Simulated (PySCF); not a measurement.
# InI⁺: the SCF solver's settings

The same problem is solved with other solver options, one edit a run.

Program: PySCF 2.14.0. Level of theory: each script names its method and basis. These are calculated values, not measurements.

3 further runs of the same task are left out: 1 for a known fault of the program, 2 that didn't finish.

**1. The starting structure**

InI⁺: 2 atoms, charge 1, spin multiplicity 2.

Bond lengths: In1–I2 2.800 Å.

**2. Base script**

input.py reads:

```python
from pyscf import gto, dft
from pyscf.geomopt.geometric_solver import optimize

mol = gto.M(
    atom='In 0 0 0; I 0 0 2.8',
    basis='lanl2dz',
    ecp={'In': 'lanl2dz', 'I': 'lanl2dz'},
    charge=1,
    spin=1,
    verbose=4,
)
mf = dft.UKS(mol, xc='tpssh')
mf.kernel()
g = mf.nuc_grad_method()
g.grid_response = True
mol_eq = optimize(g.as_scanner(), maxsteps=30)
print('optimised geometry (angstrom)')
print(mol_eq.tostring('raw'))
print('orbital energies (hartree):', [e[max(0, n-3):n+3].round(4) for e, n in zip(mf.mo_energy, mol.nelec)])
```

Command:

```
$ OMP_NUM_THREADS=1 python input.py
```

Its log is not repeated here.

It gives: at the starting geometry E(SCF) = -13.010617 Eh, 10 cycles, ⟨S²⟩ = 0.763, optimised bond 2.799 Å in 2 steps; the optimisation lowers the energy by 0.000 eV.

**3. Initial guess sap**

Run 1 changes initial guess: minao → sap.

input.py reads:

```python
from pyscf import gto, dft
from pyscf.geomopt.geometric_solver import optimize

mol = gto.M(
    atom='In 0 0 0; I 0 0 2.8',
    basis='lanl2dz',
    ecp={'In': 'lanl2dz', 'I': 'lanl2dz'},
    charge=1,
    spin=1,
    verbose=4,
)
mf = dft.UKS(mol, xc='tpssh')
mf.init_guess = 'sap'
mf.kernel()
g = mf.nuc_grad_method()
g.grid_response = True
mol_eq = optimize(g.as_scanner(), maxsteps=30)
print('optimised geometry (angstrom)')
print(mol_eq.tostring('raw'))
print('orbital energies (hartree):', [e[max(0, n-3):n+3].round(4) for e, n in zip(mf.mo_energy, mol.nelec)])
```

Command:

```
$ OMP_NUM_THREADS=1 python input.py
```

**4. Initial guess mod_huckel**

Run 2 changes initial guess: minao → mod_huckel.

input.py: that of step 2 with these lines changed.

```diff
@@ -12,2 +12,3 @@
 mf = dft.UKS(mol, xc='tpssh')
+mf.init_guess = 'mod_huckel'
 mf.kernel()
```

**5. Damping 0.8**

Run 3 changes damping: none → 0.8.

input.py: that of step 2 with these lines changed.

```diff
@@ -12,2 +12,4 @@
 mf = dft.UKS(mol, xc='tpssh')
+mf.damp = 0.8
+mf.diis_start_cycle = 8
 mf.kernel()
```

**6. Initial guess atom**

Run 4 changes initial guess: minao → atom.

input.py: that of step 2 with these lines changed.

```diff
@@ -12,2 +12,3 @@
 mf = dft.UKS(mol, xc='tpssh')
+mf.init_guess = 'atom'
 mf.kernel()
```

What does the calculation give? Wanted: for each run, E(SCF); from base; gap, α spin; after the SCF.

The runs gave:

```
                     run  E(SCF) (hartree)  from base (eV)  cycles  gap, α spin (eV)           after the SCF
                    base        -13.010617               0      10              4.47  bond 2.799 Å, 0.000 eV
       initial guess sap        -13.010617          0.0000      11              4.47  bond 2.799 Å, 0.000 eV
initial guess mod_huckel        -13.010617          0.0000       9              4.47  bond 2.799 Å, 0.000 eV
             damping 0.8        -13.010617          0.0000      14              4.47  bond 2.799 Å, 0.000 eV
      initial guess atom        -13.010617          0.0000      10              4.47  bond 2.799 Å, 0.000 eV
```

SCF columns refer to the geometry typed in the script.

Distance from each run's final energy (log10 hartree) by cycle:

```
                     run  cycle 1  cycle 2  cycle 3  cycle 5  cycle 8  cycle 12
                    base     -0.8     -0.8     -1.6     -4.4     -8.9      done
       initial guess sap      0.0      0.7     -1.2     -2.9     -6.1      done
initial guess mod_huckel     -1.2     -1.0     -3.0     -5.5     -9.8      done
             damping 0.8     -0.8     -1.4     -1.7     -2.2     -4.1      -8.1
      initial guess atom     -1.5     -0.6     -2.7     -5.1     -9.0      done
```

The SCF energy stays the same, to the digits that matter, with initial guess sap or initial guess mod_huckel or damping 0.8 or initial guess atom. The base needs 10 cycles and the run with damping 0.8 needs 14.
